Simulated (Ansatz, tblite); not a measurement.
# The cluster Ga₃Sb₂+: rung by rung

An exercise on one series of results from a longer session: the logs are not shown, and one member is left open.

Method: as each input shows; program: Ansatz 0.2.0, Gaussian basis.

Plan: GFN1-xTB, GFN2-xTB, PBE-D4/def2-TZVP, r2SCAN-D4/def2-TZVP, LDA/def2-TZVP, HF/def2-TZVP, PBE-D4/def2-SVP, PBE0-D4/def2-SVP, CCSD(T)/def2-SVP, MP2/def2-TZVP, RPA/def2-TZVP.

4 further runs of the same task are left out: 4 set aside as unsound or not needed. Runs told in other sessions of the task aren't counted.

### The relaxed structure

The geometry is that of the singlet, from an earlier relaxation (r2SCAN-D4/def2-SVP). At that level it is the lowest of the isomers that a small search found.

5 atoms, charge 1, spin multiplicity 1.

Bond lengths: Ga1–Ga3 2.571 Å, Ga1–Sb4 3.002 Å, Ga1–Sb5 2.996 Å, Ga2–Sb4 2.961 Å, Ga2–Sb5 2.956 Å, Sb4–Sb5 2.677 Å. Angles: Ga3–Ga1–Sb4 70.5°, Ga3–Ga1–Sb5 70.7°, Sb4–Ga1–Sb5 53.0°, Sb4–Ga2–Sb5 53.8°, Ga1–Sb4–Ga2 121.2°, Ga1–Sb4–Sb5 63.4°, Ga2–Sb4–Sb5 63.0°, Ga1–Sb5–Ga2 121.6°, Ga1–Sb5–Sb4 63.6°, Ga2–Sb5–Sb4 63.2°.

Sb takes a core potential in the def2 sets. No spin-orbit coupling is included. The ion is computed in the gas phase, without counter-ions or solvent.

PBE0-D4/def2-TZVP was run before; its log isn't repeated, and its numbers join the tables.

The first run:

Tight binding, by tblite at 300 K electronic temperature and without a spin-polarisation term:

```python
tblite.interface.Calculator('GFN1-xTB', numbers, positions, charge=1, uhf=0).singlepoint()
```

Tight binding, by tblite at 300 K electronic temperature and without a spin-polarisation term:

```python
tblite.interface.Calculator('GFN2-xTB', numbers, positions, charge=1, uhf=0).singlepoint()
```

start.molden holds the orbitals of an earlier run on this state, given as this run's starting guess.

File in.yaml:

```yaml
crystal:
  periodic: [false, false, false]
  atoms:
    - {symbol: Ga, position_ang: [0.997202, -0.148441, 2.059924]}
    - {symbol: Ga, position_ang: [-2.551211, -0.464891, -1.722449]}
    - {symbol: Ga, position_ang: [2.379799, 0.795181, 0.107975]}
    - {symbol: Sb, position_ang: [0.016630, -1.322678, -0.522917]}
    - {symbol: Sb, position_ang: [-0.842421, 1.140829, 0.077467]}
basis:
  gaussian: {orbitals: def2-TZVP, initial_orbitals: start.molden}
total_charge: 1
hamiltonian: {xc: pbe, dispersion: d4}
scf: {omitted_lower_state_checks: [starts]}
output: {orbitals: {seedname: orbitals}}
```

The run is started by

```console
> ansatz run in.yaml --threads 4 --pin off --events-out ev --progress --plain --max-ram 4787MiB
```

Among the steps run: PBE-D4/def2-TZVP; r2SCAN-D4/def2-TZVP; LDA/def2-TZVP; HF/def2-TZVP; PBE-D4/def2-SVP; PBE0-D4/def2-SVP; CCSD(T)/def2-SVP; MP2/def2-TZVP; RPA/def2-TZVP.

One of the session's tables, all rows but one given; the rest of the session is left out.

It belongs to the step «Levels side by side». 

| level | HOMO (eV) | LUMO (eV) | gap (eV) |
| --- | --- | --- | --- |
| HF/def2-TZVP | -11.31 | -4.88 | 6.43 |
| LDA/def2-TZVP | -9.53 | -8.37 | 1.17 |
| PBE-D4/def2-SVP | -9.39 | -8.20 | 1.19 |
| PBE-D4/def2-TZVP | ? | ? | ? |
| r2SCAN-D4/def2-TZVP | -9.54 | -8.23 | 1.31 |
| PBE0-D4/def2-SVP | -10.08 | -7.59 | 2.49 |
| PBE0-D4/def2-TZVP | -10.01 | -7.52 | 2.49 |

Q: Estimate the row for PBE-D4/def2-TZVP from the others.

As computed: HOMO (eV): -9.32; LUMO (eV): -8.14; gap (eV): 1.18. In the column «HOMO (eV)» it is the highest.
